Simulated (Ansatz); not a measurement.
**GdP (rocksalt type): how the settings move a single-point run**

Aim: see which settings change the result for GdP (rocksalt type), by how much, and at what cost.

Computed with Ansatz 0.2.0 (reference: DFT, PBEsol, all-electron LAPW, scalar-relativistic, unless a step's input says otherwise).

3 further runs of the same task are left out: 3 that didn't finish.

### 1 The structure to begin with

Symmetry: Fm-3m, No. 225, cubic system. The conventional cell has a = 5.019 Å, b = 5.019 Å, c = 5.019 Å, α = 90.00°, β = 90.00°, γ = 90.00°. Gd (site symmetry m-3m) has 6 P at 2.51 Å as nearest neighbours. Around P (site symmetry m-3m) lie 6 Gd at 2.51 Å.

As a file:

```cif
data_structure
_symmetry_space_group_name_H-M 'Fm-3m'
_symmetry_Int_Tables_number 225
_cell_length_a 5.0188
_cell_length_b 5.0188
_cell_length_c 5.0188
_cell_angle_alpha 90.000
_cell_angle_beta 90.000
_cell_angle_gamma 90.000
_cell_volume 126.42
loop_
_atom_site_label
_atom_site_type_symbol
_atom_site_symmetry_multiplicity
_atom_site_Wyckoff_symbol
_atom_site_fract_x
_atom_site_fract_y
_atom_site_fract_z
_atom_site_occupancy
Gd1 Gd 4 a 0.00000 0.00000 0.00000 1
P1 P 4 b 0.50000 0.00000 0.00000 1
```

### 2 The reference run

Input file input.yaml:

```yaml
crystal:
  lattice:
    - [0.0, 2.5094129424, 2.5094129424]
    - [2.5094129424, 0.0, 2.5094129424]
    - [2.5094129424, 2.5094129424, 0.0]
  atoms:
    - { symbol: Gd, position: [0.0, 0.0, 0.0], spin: 7.0 }
    - { symbol: P, position: [0.5, 0.5, 0.5] }
magnetization:
  spin_polarized: true
kpoints:
  mp_grid: { grid: [13, 13, 13] }
  band_path:
    path:
      - [0.0, 0.0, 0.0]
      - [0.5, 0.0, 0.5]
      - [0.625, 0.25, 0.625]
      - [0.375, 0.375, 0.75]
      - [0.0, 0.0, 0.0]
      - [0.5, 0.5, 0.5]
      - [0.5, 0.25, 0.75]
      - [0.5, 0.0, 0.5]
    npoints: 8
scf:
  occupations: { method: fermi_dirac, width: 0.05 }
hamiltonian:
  xc: pbesol
  pseudopotentials: { kind: all_electron, lapw: { basis_error: 0.001 } }
output:
  forces: true
  stress: true
  eigenvalues: true
  populations: true
  dos: { projected: true, de: 0.2, e_range: [-14, 8] }
```

Launch:

```
ansatz run input.yaml --threads 1 --pin off --max-ram 3072MiB --backend cpu --events-out ev --progress --plain --runs-dir out
```

The main lines of its log:

```text
[...]
Basis set: ecut = 269.621906518274 eV, 331 PW (Γ), exchange–correlation at level 2
[...]
Magnetic group: BNS 225.116 (UNI 1618), of the structure as read, at distance tolerance 3.2e-5 Å
k-points: 84 of 2197
[...]
SCF iter   1: F=—  HF=-315883.955032 eV  |F-HF|=—  |Δ(HF+E_count)|=         —  Δρ=1.77e-2 (↑1.43e-2 ↓1.77e-2)  dr2=4.62e-1  dr2_m=3.14e-3  M=6.877 μB ∫|m|=7.005 μB  β_m=0.30  ethr=9.41e-4  ⟨swp⟩=2.2  Hψ=35797  notcnv=0
[...]
preconditioner: auto → Kerker (q_TF=auto, 2.935 Å⁻¹)  [metal: Δε(μ)=0.032 eV  Ē_g=13.375 eV  σ=0.050 eV  W_gap=0.16  n_scr=14 (ndim 8)  ℏωp=30.3 eV  f_vac=0.000  D(μ)=0.37/eV (n_scr^D=0)]
[...]
SCF iter   2: F=—  HF=-315883.898808 eV  |F-HF|=—  |Δ(HF+E_count)|=   5.62e-2  Δρ=1.38e-2 (↑1.09e-2 ↓1.38e-2)  dr2=2.74e-1  dr2_m=1.68e-3  M=6.877 μB ∫|m|=7.018 μB  β_m=0.53  ethr=9.41e-4  ⟨swp⟩=2.0  Hψ=16860  notcnv=0
[...]
SCF iter   9: F=—  HF=-315883.830800 eV  |F-HF|=—  |Δ(HF+E_count)|=   6.99e-7  Δρ=6.60e-6 (↑5.95e-6 ↓6.60e-6)  dr2=3.70e-8  dr2_m=3.46e-10  M=6.871 μB ∫|m|=7.053 μB  β_m=0.89  ethr=2.84e-9  ⟨swp⟩=2.3  Hψ=16131  notcnv=0
SCF iter  10: F=-315883.830800 eV  HF=-315883.830800 eV  |F-HF|=9.90e-10  |Δ(HF+E_count)|=   5.20e-8  Δρ=2.98e-6 (↑2.98e-6 ↓2.56e-6)  dr2=9.41e-9  dr2_m=9.96e-11  M=6.871 μB ∫|m|=7.053 μB  ethr=7.56e-11  ⟨swp⟩=2.0  Hψ=16061  notcnv=0
[...]
SCF converged after 10 iterations
Magnetization: 6.8710 μB (27.9355 up, 21.0645 down)
[...]
Free energy (F): -315883.830800 eV
[...]
E sigma→0 (E₀):  -315883.829228 eV
[...]
Fermi energy:    20.072406 eV
[...]
  P = ⅓ Tr σ = 58.3231 GPa (583.231 kbar)
[...]
```

It took 45 s on 1 thread of Intel Xeon Platinum 8488C (Sapphire Rapids), shared host; peak memory 0.67 GiB.

### 3 Changed: mp_grid.shift [0.5, 0.5, 0.5], mixing.algorithm anderson, mixing.beta 0.5, mixing.ndim 16

input.yaml: that of step 2 with these lines changed.

```diff
@@ -11,3 +11,3 @@
 kpoints:
-  mp_grid: { grid: [13, 13, 13] }
+  mp_grid: { grid: [13, 13, 13], shift: [0.5, 0.5, 0.5] }
   band_path:
@@ -25,2 +25,3 @@
   occupations: { method: fermi_dirac, width: 0.05 }
+  mixing: { algorithm: anderson, beta: 0.5, ndim: 16 }
 hamiltonian:
@@ -33,2 +34 @@
   populations: true
-  dos: { projected: true, de: 0.2, e_range: [-14, 8] }
```

Launch:

```
ansatz run input.yaml --threads 1 --pin off --max-ram 3072MiB --backend cpu --events-out ev --progress --plain --runs-dir out
```

What it wrote (excerpt; [...] marks lines left out):

```text
Warning: crystal.symmetry: narrowed to the stabiliser of the k-point mesh — unitary ops 48 → 12; excluded 36 operations that carry a point of the 13×13×13 mesh (shift [0.5, 0.5, 0.5]) off the mesh (the run samples exactly the mesh kpoints.mp_grid names, as under crystal.symmetry.detect: [...]
Gd: projections on atomic orbitals take those of the free atom 1s2 2s2 2p6 3s2 3p6 3d10 4s2 4p6 4d10 4f7 5s2 5p6 5d1 6s2, of charge +0.00 (hamiltonian.pseudopotentials.projection_atoms)
P: projections on atomic orbitals take those of the free atom 1s2 2s2 2p6 3s2 3p3, of charge +0.00 (hamiltonian.pseudopotentials.projection_atoms)
LAPW: plane waves up to 8.412 Å⁻¹, error target 1.0e-3 eV per atom; small_component_spin mean_spin; P in spheres of 1.071 Å, 13 of its electrons in bands, Dirac shells []; Gd in spheres of 1.438 Å, 36 of its electrons in bands, Dirac shells []
[...]
Pseudopotentials: kind: all_electron
Pseudopotential: Gd, LAPW, valence charge 36, Koelling and Harmon's equation, gaussian nucleus
Pseudopotential: P, LAPW, valence charge 13, Koelling and Harmon's equation, gaussian nucleus
Functional definition: PBEsol
[...]
Crystal: 2 atoms, lattice volume = 31.604 Å³
Basis set: ecut = 269.621906518274 eV, 331 PW (Γ), exchange–correlation at level 2
Bands: 34, of which v1, the nominal top of the filled ones, is band 25 counted from 1 (24 counted from 0)
Symmetry: 12 space group operations
k-points: 231 of 2197
[...]
Starting moments: Σ|m| = 7 μB on 1 of 2 sites
[...]
SCF iter   1: F=—  HF=-315883.954444 eV  |F-HF|=—  |Δ(HF+E_count)|=         —  Δρ=1.78e-2 (↑1.43e-2 ↓1.78e-2)  dr2=4.62e-1  dr2_m=3.35e-3  M=6.871 μB ∫|m|=7.004 μB  β_m=1.00  ethr=9.42e-4  ⟨swp⟩=2.2  Hψ=98435  notcnv=0
[...]
the basis was enlarged: its passes take 435.3 KiB over the memory plan, 2 of 2 planned eigensolver slots
[...]
SCF iter   9: F=-315883.830609 eV  HF=-315883.830609 eV  |F-HF|=1.16e-10  |Δ(HF+E_count)|=   4.37e-9  Δρ=1.26e-6 (↑1.21e-6 ↓1.26e-6)  dr2=1.63e-9  dr2_m=9.27e-13  M=6.857 μB ∫|m|=7.050 μB  ethr=2.01e-11  ⟨swp⟩=2.4  Hψ=44402  notcnv=0
[...]
NSCF: frozen V_eff on 57 k-points
this state was not tested for a lower state beside it, because the mixer in use, unlike msr1, does not test its closes by its own steps (another_mixer; see scf.mixing.algorithm and scf.lower_state_search)
SCF converged after 9 iterations
Magnetization: 6.8571 μB (27.9285 up, 21.0715 down)
Absolute magnetization: 7.0503 μB (∫|ρ↑−ρ↓|)
Spin contamination: 0.0793 ħ² per cell (⟨S²⟩ above its minimum at these occupations)
Per-site moments (μB) at R_I (Å): [(6.88796857073952, 1.4383318787017885), (-0.08638616793511122, 1.0710810263050448)]
Free energy (F): -315883.830609 eV
[...]
E sigma→0 (E₀):  -315883.829097 eV
Entropy (-TS):   -0.003026 eV (-1.513 meV/atom)
Fermi energy:    20.077774 eV
[...]
--- Forces (eV/Å), atoms counted from 1 ---
  atom   1  Gd    -0.00000000     0.00000000     0.00000000
  atom   2  P      0.00000000     0.00000000     0.00000000
[...]
--- Stress (GPa, compression-positive) ---
       58.258996       0.010843       0.010843
        0.010843      58.258996       0.010843
        0.010843       0.010843      58.258996
  P = ⅓ Tr σ = 58.2590 GPa (582.590 kbar)
--- Band table (eV; the first three rows and the last of 462) ---
[...]
--- Löwdin populations: 2 sites ---
  site symbol       q [e]    m [muB]
     0     Gd     64.2196     7.0262
     1      P     14.7307    -0.1729
  spilling = 0.000629 (of n_electrons = 79.000000)
```

Run time: 99 s. Hardware: 1 thread of Intel Xeon Platinum 8488C (Sapphire Rapids), shared host; peak memory 1.2 GiB.

Changing the k-point mesh and mixing hardly moves the energy: +0.1 meV/atom.

### 4 Side by side

| run | ending | energy change | pressure (GPa) | abs. moment (μB) | force (eV/Å) | cycles | time |
| --- | --- | --- | --- | --- | --- | --- | --- |
| reference | converged | 0 | 58.3 | 7.05 | 0.00 | 10 | 45 s |
| 1: mp_grid.shift [0.5, 0.5, 0.5], mixing.algorithm anderson, mixing.beta 0.5, mixing.ndim 16 | converged | +0.1 meV/atom | 58.3 | 7.05 | 0.00 | 9 | 99 s |

Times don't compare one to one where runs were asked for different outputs or read a saved state (see the inputs); cycles may leave out searches for a lower state.

Residual by cycle in the longest SCF loop of each run; runs are numbered as in the table. The quantity is the density residual dr2, in eV.

| cycle | reference | run 1 |
| --- | --- | --- |
| 1 | 0.462 | 0.462 |
| 2 | 0.274 | 0.176 |
| 3 | 0.0549 | 0.00567 |
| 4 | 0.00494 | 0.00151 |
| 5 | 0.00331 | 4.0e-4 |
| 6 | 0.0013 | 1.3e-5 |
| 7 | 1.2e-4 | 3.3e-7 |
| 8 | 1.4e-6 | 9.9e-9 |
| 9 | 3.7e-8 | 1.6e-9 |
| 10 | 9.4e-9 | - |

**Reading.** Changing the k-point mesh and mixing leaves the energy as it was (+0.1 meV/atom). The structure is not at rest: the sound run finds 58 GPa, so these are no properties of the relaxed crystal. 
